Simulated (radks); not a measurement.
# Shell filling in a hard-walled sphere of radius 12.7 bohr*, with a point charge of +2 at the centre, N = 1 to 6

Which level does each new electron take in a hard-walled sphere of radius 12.7 bohr*, with a point charge of +2 at the centre, and at which counts is the dot hardest to charge further? Each count tries a few candidate levels and keeps the lowest.

Method: non-relativistic spin-polarised Kohn-Sham, LDA (Slater exchange, Perdew-Wang correlation), spherically averaged shells; computed with radks, version 2.

### Step 1. The model

| Property | Result |
| --- | --- |
| well | a hard-walled sphere of radius 12.7 bohr*, with a point charge of +2 at the centre |
| functional | LDA (Slater exchange, Perdew-Wang correlation) |
| levels | named by radial order: 1s, 1p, 1d, 2s, 1f and so on |
| units | effective atomic units, hartree* and bohr* |
| configuration carried in | none |

The runs that follow: 1 electrons; 2 electrons; N = 3; Electron number 4; Electron number 5; N = 6.

**Question.** What will these runs give? Wanted: closed shells at N; largest addition energy; most unpaired electrons; polarisability at N = 2; configuration at N = 6.

**Answer**, as computed:

```
               quantity                                   value
     closed shells at N                                 2 and 4
largest addition energy  1.05 hartree* at N = 1 (of N = 1 to 5)
most unpaired electrons                              4 at N = 6
polarisability at N = 2                            1.659 bohr*³
 configuration at N = 6   1s2 1p(up 3, down 0) 2s(up 1, down 0)
```

Shells close at N = 2 and 4, but the largest second difference in range falls at N = 1. Among the lowest states kept at each count, up to 4 electrons are unpaired (N = 6), since exchange favours parallel spins. Only a few candidates are tried at each count, so a lower state may have been missed.
